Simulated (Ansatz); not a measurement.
**Tl: which structure wins, without relativity**

Aim: relax Tl in several structures (bcc, hcp, sc, diamond) and rank them by energy, without relativity. Methods of the runs shown: PAW and LAPW.

Computed with Ansatz 0.2.0 (DFT LDA, with the methods named in each step, unless a step's input says otherwise).

## Step 1: Starting point

Symmetry: Im-3m, No. 229, cubic system. The conventional cell has a = 3.792 Å, b = 3.792 Å, c = 3.792 Å, α = 90.00°, β = 90.00°, γ = 90.00°. Tl (site symmetry m-3m) is surrounded by 8 Tl at 3.28 Å.

Structure file:

```
CELL_PARAMETERS angstrom
-1.89611 1.89611 1.89611
1.89611 -1.89611 1.89611
1.89611 1.89611 -1.89611
ATOMIC_POSITIONS crystal
Tl 0.00000 0.00000 0.00000
```

The PAW steps are scalar-relativistic and only prepare the cells; LAPW drops relativity.

## Step 2: Bcc relaxed, PAW

input.yaml reads:

```yaml
crystal:
  lattice:
    - [-1.8961139409, 1.8961139409, 1.8961139409]
    - [1.8961139409, -1.8961139409, 1.8961139409]
    - [1.8961139409, 1.8961139409, -1.8961139409]
  atoms:
    - { symbol: Tl, position: [0.0, 0.0, 0.0] }
kpoints:
  mp_grid: { grid: [15, 15, 15] }
scf:
  occupations: { method: fermi_dirac, width: 0.05 }
hamiltonian:
  xc: lda
  pseudopotentials: { kind: paw }
output:
  forces: true
  stress: true
relax:
  f_tol: 0.005
  max_steps: 40
  cell: {}
```

Run with:

```bash
$ ansatz run input.yaml --threads 1 --pin off --max-ram 3072MiB --backend cpu --events-out ev --progress --plain --runs-dir out
```

After this run come: Bcc relaxed, LAPW; Hcp relaxed, PAW; Hcp relaxed, LAPW; Sc relaxed, PAW; Sc relaxed, LAPW; Diamond relaxed, PAW; Diamond relaxed, LAPW.

Q: Predict the outcome of this session. Wanted: lowest (for each run or level that gives them).

**Answer**, as computed:

| quantity | value |
| --- | --- |
| lowest (LAPW) | hcp, 7.7 meV/atom under bcc |
| lowest (PAW) | hcp, 2.2 meV/atom under bcc |

What this shows: By LAPW the order is hcp < bcc < sc < diamond. By PAW the order is hcp < bcc < sc < diamond; the first two lie within 2.2 meV/atom, too close to call. Only LAPW drops relativity: the PAW files are scalar-relativistic and give the starting cells, so the two sets of rows differ by relativity and by the method's own errors together. Only these structures were tried, with electrons smeared by 0.05 eV and without vibrations, so the true ground state may be another. The k meshes differ between phases and weren't tested, which can move differences by some meV. Spin-orbit coupling is left out, though the cell holds Tl; in elements this heavy it can shift bands and gaps by tenths of an eV.
